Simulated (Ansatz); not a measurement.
## GeH5N, SMILES [NH2][GeH3]: vertical and adiabatic energies of changing the electron count, step by step

Program: the Python package of Ansatz (0.2.0).

Notebook, run cell by cell (the value of a cell's last expression is shown):

**Cell 1**
```python
import itertools

import ansatz as az
from ase.data import atomic_numbers, covalent_radii
import numpy as np
```

**Cell 2**
```python
BASIS = "def2-SVP"
FUNCTIONAL = "b3lyp"
CHARGE = 1
```

**Cell 3**
```python
geometry_ang = [
    ("N", [-0.0718, -1.2491, -0.126]),
    ("Ge", [0.1555, 0.636, -0.1481]),
    ("H", [0.3121, -1.5721, 0.7073]),
    ("H", [-1.0723, -1.3406, -0.0151]),
    ("H", [-0.5725, 1.2586, -1.3778]),
    ("H", [-0.3943, 1.2671, 1.1636]),
    ("H", [1.7047, 0.9322, -0.2496]),
]
geh5n = az.Crystal.molecule()
for symbol, xyz in geometry_ang:
    geh5n = geh5n.atom(symbol, xyz)
```

**Cell 4**
```python
calc = (
    geh5n.calculation()
    .basis(gaussian=BASIS)
    .functional(FUNCTIONAL)
)
symbols = [site.symbol for site in geh5n.cartesian_sites]
start = np.array([site.position_ang for site in geh5n.cartesian_sites], dtype=float)
summary = calc.relax(force_tolerance=0.01).run(threads=1).report
end = np.array(summary["positions_ang"])
```

**Cell 5**
```python
minimum = az.Crystal.molecule()
for symbol, place in zip(symbols, end):
    minimum = minimum.atom(symbol, place.tolist())
ion = (
    minimum.calculation()
    .basis(gaussian=BASIS)
    .functional(FUNCTIONAL)
    .charge(CHARGE)
    .spin("collinear", total=1)
)
vertical = ion.run(threads=1).report
settled = ion.relax(force_tolerance=0.01, max_steps=80).run(threads=1).report
print(f"vertical ionisation energy   {vertical['free_energy_ev'] - summary['free_energy_ev']:.3f} eV")
print(f"adiabatic, no zero point     {settled['free_energy_ev'] - summary['free_energy_ev']:.3f} eV")
print(f"relaxation energy of the ion {vertical['free_energy_ev'] - settled['free_energy_ev']:.3f} eV")
ionised = np.array(settled["positions_ang"])
# pairs closer than 1.2 times the sum of covalent radii, before or after
radius = [covalent_radii[atomic_numbers[s]] for s in symbols]
span = lambda where, i, j: np.linalg.norm(where[i] - where[j])
bonded = [(i, j) for i, j in itertools.combinations(range(len(symbols)), 2) if min(span(end, i, j), span(ionised, i, j)) < 1.2 * (radius[i] + radius[j])]
print("pair        before    after (A)")
for i, j in bonded:
    print(f"{symbols[i]}{i}-{symbols[j]}{j}".ljust(10), f"{span(end, i, j):8.4f} {span(ionised, i, j):8.4f}")
for first, second in list(itertools.combinations(bonded, 2)):
    shared = set(first) & set(second)
    if shared and symbols[(j := shared.pop())] != "H":
        i, k = sorted((set(first) | set(second)) - {j})
        u, v = ionised[i] - ionised[j], ionised[k] - ionised[j]
        angle = np.degrees(np.arccos(np.clip(u @ v / np.linalg.norm(u) / np.linalg.norm(v), -1, 1)))
        print(f"final angle {symbols[i]}{i}-{symbols[j]}{j}-{symbols[k]}{k}: {angle:.2f} deg")
```
Output:
```text
vertical ionisation energy   9.581 eV
adiabatic, no zero point     8.905 eV
relaxation energy of the ion 0.675 eV
pair        before    after (A)
N0-Ge1       1.8511   1.9732
N0-H2        1.0193   1.0317
N0-H3        1.0193   1.0317
Ge1-H4       1.5415   1.5261
Ge1-H5       1.5542   1.5390
Ge1-H6       1.5415   1.5262
final angle Ge1-N0-H2: 124.17 deg
final angle Ge1-N0-H3: 124.18 deg
final angle N0-Ge1-H4: 101.88 deg
final angle N0-Ge1-H5: 98.44 deg
final angle N0-Ge1-H6: 101.87 deg
final angle H2-N0-H3: 111.60 deg
final angle H4-Ge1-H5: 115.34 deg
final angle H4-Ge1-H6: 119.11 deg
final angle H5-Ge1-H6: 115.32 deg
```

These settings explore the input space; basis and method may be short of convergence. The energies are electronic: no zero-point or thermal terms, and the basis set is short of its limit. The product may relax into another structure. Each relaxation finds its nearest minimum, which needn't be the lowest. b3lyp holds the VWN-RPA fit, as in Gaussian; the form of ORCA and Turbomole is b3lyp5. Finished in 41 s on 1 thread of Arm Neoverse V2, with other jobs on the host, peak memory 0.25 GiB.
